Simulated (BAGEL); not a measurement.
# C5H8O2 (acetylacetone (keto form)), step by step

Aim: the energy (HF/def2-SVP), then a single-point energy (NEVPT2(2,2)/def2-SVP) of C5H8O2 (acetylacetone (keto form)). 

Program for the calculation: BAGEL 1.2.2.

## Step 1: The molecule

The species is C5H8O2 (15 atoms), meant as a singlet with charge 0. As SMILES, `CC(=O)CC(C)=O`. The C1–H9 distance was set to 2.517 Å, away from the relaxed value. At this shape a bond of the SMILES string is far longer than usual.

Bond lengths: C1–C2 1.498 Å, C2–O3 1.205 Å, C2–C4 1.523 Å, C4–C5 1.523 Å, C5–C6 1.498 Å, C5–O7 1.205 Å, C1–H8 1.088 Å, C1–H10 1.094 Å, C4–H11 1.090 Å, C4–H12 1.090 Å, C6–H13 1.088 Å, C6–H14 1.094 Å, C6–H15 1.094 Å. Some angles: C1–C2–O3 123.4°, C1–C2–C4 115.8°, O3–C2–C4 120.7°, C2–C4–C5 107.1°, C4–C5–C6 115.8°, C4–C5–O7 120.7°, C6–C5–O7 123.4°, C2–C1–H8 110.5°, C2–C1–H10 109.8°, C2–C4–H11 111.0°.

## Step 2: A single-point energy at HF/def2-SVP (density fitting with svp-jkfit) (run 1)

The input, input.json:

```json
{ "bagel" : [

{
  "title" : "molecule",
  "basis" : "svp",
  "df_basis" : "svp-jkfit",
  "geometry" : [
    { "atom" : "C", "xyz" : [ -0.53981539,  3.76242771, -0.61887775 ] },
    { "atom" : "C", "xyz" : [  1.72740243,  2.07446764, -0.45963053 ] },
    { "atom" : "O", "xyz" : [  3.77839778,  2.65364980, -1.26019410 ] },
    { "atom" : "C", "xyz" : [  1.33004972, -0.43652485,  0.89054100 ] },
    { "atom" : "C", "xyz" : [  1.86435088,  0.01166150,  3.68329165 ] },
    { "atom" : "C", "xyz" : [  4.55318549, -0.33869372,  4.49717779 ] },
    { "atom" : "O", "xyz" : [  0.20713666,  0.68395047,  5.09210137 ] },
    { "atom" : "H", "xyz" : [ -0.00583547,  5.61811986, -1.32601326 ] },
    { "atom" : "H", "xyz" : [ -3.75318506,  1.80313887, -3.52734389 ] },
    { "atom" : "H", "xyz" : [ -1.43221965,  3.91130033,  1.23938444 ] },
    { "atom" : "H", "xyz" : [ -0.61944844, -1.07417513,  0.70283450 ] },
    { "atom" : "H", "xyz" : [  2.64690537, -1.80806917,  0.09863237 ] },
    { "atom" : "H", "xyz" : [  4.81105752,  0.31968686,  6.42819443 ] },
    { "atom" : "H", "xyz" : [  5.81221552,  0.66609255,  3.20224296 ] },
    { "atom" : "H", "xyz" : [  5.04767013, -2.34286166,  4.37275822 ] }
  ]
},
{
  "title" : "hf"
},
{
  "title" : "print",
  "file" : "orbitals.molden",
  "orbitals" : "true"
}

]}
```

On the command line:

```bash
$ BAGEL_NUM_THREADS=1 BAGEL input.json > input.out
```

Output:

```text
* using 1 threads per process

  ===============================================================
  ===============================================================

  *** Geometry ***

  { "atom" : "C", "xyz" : [     -0.539815,      3.762428,     -0.618878 ] },
  { "atom" : "C", "xyz" : [      1.727402,      2.074468,     -0.459631 ] },
  { "atom" : "O", "xyz" : [      3.778398,      2.653650,     -1.260194 ] },
  { "atom" : "C", "xyz" : [      1.330050,     -0.436525,      0.890541 ] },
  { "atom" : "C", "xyz" : [      1.864351,      0.011661,      3.683292 ] },
  { "atom" : "C", "xyz" : [      4.553185,     -0.338694,      4.497178 ] },
  { "atom" : "O", "xyz" : [      0.207137,      0.683950,      5.092101 ] },
  { "atom" : "H", "xyz" : [     -0.005835,      5.618120,     -1.326013 ] },
  { "atom" : "H", "xyz" : [     -3.753185,      1.803139,     -3.527344 ] },
  { "atom" : "H", "xyz" : [     -1.432220,      3.911300,      1.239384 ] },
  { "atom" : "H", "xyz" : [     -0.619448,     -1.074175,      0.702835 ] },
  { "atom" : "H", "xyz" : [      2.646905,     -1.808069,      0.098632 ] },
  { "atom" : "H", "xyz" : [      4.811058,      0.319687,      6.428194 ] },
  { "atom" : "H", "xyz" : [      5.812216,      0.666093,      3.202243 ] },
  { "atom" : "H", "xyz" : [      5.047670,     -2.342862,      4.372758 ] },

  Number of auxiliary basis functions:      673

  Since a DF basis is specified, we compute 2- and 3-index integrals:
    o Being stored without compression. Storage requirement is 0.103 GB

  Number of basis functions:      138
  Number of electrons      :       54

    * METHOD: MOLECULE                             0.64

  *** RHF ***

  === Nuclear Repulsion ===
   294.4384953551

      * DIIS with orbital gradients will be used.

  === RHF iteration (svp) ===
      0       -342.77809092          0.01475011           0.28
      1       -343.00375904          0.01251894           0.28
      2       -343.23487724          0.00207400           0.28
      3       -343.24474518          0.00094512           0.28
      4       -343.24673196          0.00034566           0.28
      5       -343.24704227          0.00014678           0.28
      6       -343.24712304          0.00006572           0.28
      7       -343.24714909          0.00002367           0.28
      8       -343.24715200          0.00001425           0.28
      9       -343.24715272          0.00000756           0.28
     10       -343.24715315          0.00000357           0.28
     11       -343.24715321          0.00000212           0.28
     12       -343.24715325          0.00000095           0.28
     13       -343.24715325          0.00000036           0.28
     14       -343.24715325          0.00000016           0.28
     15       -343.24715325          0.00000009           0.28
     16       -343.24715325          0.00000004           0.28
     17       -343.24715325          0.00000002           0.28
     18       -343.24715325          0.00000001           0.28
     19       -343.24715325          0.00000001           0.28
    * SCF iteration converged.

    * Permanent dipole moment:
           (   -0.352684,     0.380779,    -0.134407) a.u.

    * METHOD: HF                                   6.14

    * METHOD: PRINT                                0.03

  ===============================================================
```

It took 7.2 s on 1 thread of Arm Neoverse V2, shared host; peak memory 0.29 GiB.

## Step 3: A single-point energy at NEVPT2(2,2)/def2-SVP (density fitting with svp-jkfit) (run 2)

The input, nevpt2.json:

```json
{ "bagel" : [

{
  "title" : "molecule",
  "basis" : "svp",
  "df_basis" : "svp-jkfit",
  "geometry" : [
    { "atom" : "C", "xyz" : [    -0.53981539,     3.76242771,    -0.61887775 ] },
    { "atom" : "C", "xyz" : [     1.72740243,     2.07446764,    -0.45963053 ] },
    { "atom" : "O", "xyz" : [     3.77839778,     2.65364980,    -1.26019410 ] },
    { "atom" : "C", "xyz" : [     1.33004972,    -0.43652485,     0.89054100 ] },
    { "atom" : "C", "xyz" : [     1.86435088,     0.01166150,     3.68329165 ] },
    { "atom" : "C", "xyz" : [     4.55318549,    -0.33869372,     4.49717779 ] },
    { "atom" : "O", "xyz" : [     0.20713666,     0.68395047,     5.09210137 ] },
    { "atom" : "H", "xyz" : [    -0.00583547,     5.61811986,    -1.32601326 ] },
    { "atom" : "H", "xyz" : [    -3.75318506,     1.80313887,    -3.52734389 ] },
    { "atom" : "H", "xyz" : [    -1.43221965,     3.91130033,     1.23938444 ] },
    { "atom" : "H", "xyz" : [    -0.61944844,    -1.07417513,     0.70283450 ] },
    { "atom" : "H", "xyz" : [     2.64690537,    -1.80806917,     0.09863237 ] },
    { "atom" : "H", "xyz" : [     4.81105752,     0.31968686,     6.42819443 ] },
    { "atom" : "H", "xyz" : [     5.81221552,     0.66609255,     3.20224296 ] },
    { "atom" : "H", "xyz" : [     5.04767013,    -2.34286166,     4.37275822 ] }
  ]
},

{
  "title" : "hf"
},

{
  "title" : "casscf",
  "nstate" : 1,
  "nact" : 2,
  "nclosed" : 26,
  "active" : [27, 28],
  "maxiter" : 200,
  "natocc" : true
},

{
  "title" : "nevpt2",
  "nstate" : 1,
  "nact" : 2,
  "nclosed" : 26,
  "active" : [27, 28],
  "maxiter" : 200,
  "natocc" : true,
  "ncore" : 7
},

{
  "title" : "print",
  "file" : "orbitals.molden",
  "orbitals" : true
}

]}
```

On the command line:

```bash
$ BAGEL_NUM_THREADS=1 BAGEL nevpt2.json > nevpt2.out
```

Output:

```text
* using 1 threads per process

  ===============================================================
  ===============================================================

  *** Geometry ***

  { "atom" : "C", "xyz" : [     -0.539815,      3.762428,     -0.618878 ] },
  { "atom" : "C", "xyz" : [      1.727402,      2.074468,     -0.459631 ] },
  { "atom" : "O", "xyz" : [      3.778398,      2.653650,     -1.260194 ] },
  { "atom" : "C", "xyz" : [      1.330050,     -0.436525,      0.890541 ] },
  { "atom" : "C", "xyz" : [      1.864351,      0.011661,      3.683292 ] },
  { "atom" : "C", "xyz" : [      4.553185,     -0.338694,      4.497178 ] },
  { "atom" : "O", "xyz" : [      0.207137,      0.683950,      5.092101 ] },
  { "atom" : "H", "xyz" : [     -0.005835,      5.618120,     -1.326013 ] },
  { "atom" : "H", "xyz" : [     -3.753185,      1.803139,     -3.527344 ] },
  { "atom" : "H", "xyz" : [     -1.432220,      3.911300,      1.239384 ] },
  { "atom" : "H", "xyz" : [     -0.619448,     -1.074175,      0.702835 ] },
  { "atom" : "H", "xyz" : [      2.646905,     -1.808069,      0.098632 ] },
  { "atom" : "H", "xyz" : [      4.811058,      0.319687,      6.428194 ] },
  { "atom" : "H", "xyz" : [      5.812216,      0.666093,      3.202243 ] },
  { "atom" : "H", "xyz" : [      5.047670,     -2.342862,      4.372758 ] },

  Number of auxiliary basis functions:      673

  Since a DF basis is specified, we compute 2- and 3-index integrals:
    o Being stored without compression. Storage requirement is 0.103 GB

  Number of basis functions:      138
  Number of electrons      :       54

    * METHOD: MOLECULE                             0.65

  *** RHF ***

  === Nuclear Repulsion ===
   294.4384953551

      * DIIS with orbital gradients will be used.

  === RHF iteration (svp) ===
      0       -342.77809092          0.01475011           0.28
      1       -343.00375904          0.01251894           0.28
      2       -343.23487724          0.00207400           0.28
      3       -343.24474518          0.00094512           0.28
      4       -343.24673196          0.00034566           0.28
      5       -343.24704227          0.00014678           0.28
      6       -343.24712304          0.00006572           0.28
      7       -343.24714909          0.00002367           0.28
      8       -343.24715200          0.00001425           0.28
      9       -343.24715272          0.00000756           0.27
     10       -343.24715315          0.00000357           0.27
     11       -343.24715321          0.00000212           0.28
     12       -343.24715325          0.00000095           0.28
     13       -343.24715325          0.00000036           0.29
     14       -343.24715325          0.00000016           0.28
     15       -343.24715325          0.00000009           0.28
     16       -343.24715325          0.00000004           0.29
     17       -343.24715325          0.00000002           0.28
     18       -343.24715325          0.00000001           0.28
     19       -343.24715325          0.00000001           0.28
    * SCF iteration converged.

    * Permanent dipole moment:
           (   -0.352684,     0.380779,    -0.134407) a.u.

    * METHOD: HF                                   6.14

  ---------------------------
      CASSCF calculation
  ---------------------------

    ==== Active orbitals : =====
         Orbital 27
         Orbital 28
    ============================

    * nstate   :      1
    * nclosed  :     26
    * nact     :      2
    * nvirt    :    110
  === CASSCF iteration (svp) ===

    * Using the second-order algorithm

      0  0      -343.30972292     3.55e-03      0.07

      1  0      -343.33548601     8.15e-04      1.69

      2  0      -343.33694076     1.68e-04      1.72

      3  0      -343.33696752     3.52e-05      1.67

      4  0      -343.33696851     7.69e-06      1.67

      5  0      -343.33696855     1.70e-06      1.78

      6  0      -343.33696856     3.78e-07      1.75

      7  0      -343.33696856     8.40e-08      1.55

      8  0      -343.33696856     1.87e-08      1.47

      9  0      -343.33696856     4.15e-09      1.28

    * Second-order optimization converged. *

     guess   0:   closed 1.                   open ..

  === FCI iteration ===

      0  0      -343.23577314     9.08e-02      0.00
      1  0      -343.33647803     6.89e-03      0.00
      2  0 *    -343.33696856     7.77e-16      0.00

     * ci vector, state   0, <S^2> = 0.0000
       2.     0.8734607774
       .2    -0.4868945166

    * METHOD: CASSCF                              15.23

    * freezing 7 orbitals

  === DF-NEVPT2 calculation ===

    * 3-index integral transformation done
    * assembly done

      NEVPT2 correlation energy:   -1.0111307650      0.96

          (+0)     -0.9577305131
          (+0)'    -0.0086943419
          (+1)     -0.0119441975
          (+1)'    -0.0000000000
          (+2)     -0.0001662997
          (-1)     -0.0317513206
          (-1)'     0.0000000000
          (-2)     -0.0008440922

      NEVPT2 total energy:       -344.3480993222

    * METHOD: NEVPT2                               1.51

    * METHOD: PRINT                                0.03

  ===============================================================
```

Wall time 24 s (1 thread of Arm Neoverse V2, shared host); peak memory 0.29 GiB.

## Step 4: Results

| quantity | value |
| --- | --- |
| run 1, HF/def2-SVP: total energy | -343.24715 Eh |
| run 1, HF/def2-SVP: dipole moment | 1.36 D |
| run 1, HF/def2-SVP: HOMO energy | -9.48 eV |
| run 1, HF/def2-SVP: LUMO energy | -0.98 eV |
| run 1, HF/def2-SVP: HOMO–LUMO gap | 8.50 eV |
| run 2, NEVPT2(2,2)/def2-SVP: total energy | -344.34810 Eh |

In words: One bond (run 1, HF/def2-SVP) is far stretched, which a spin-restricted single reference describes badly; a broken-symmetry solution may lie lower.
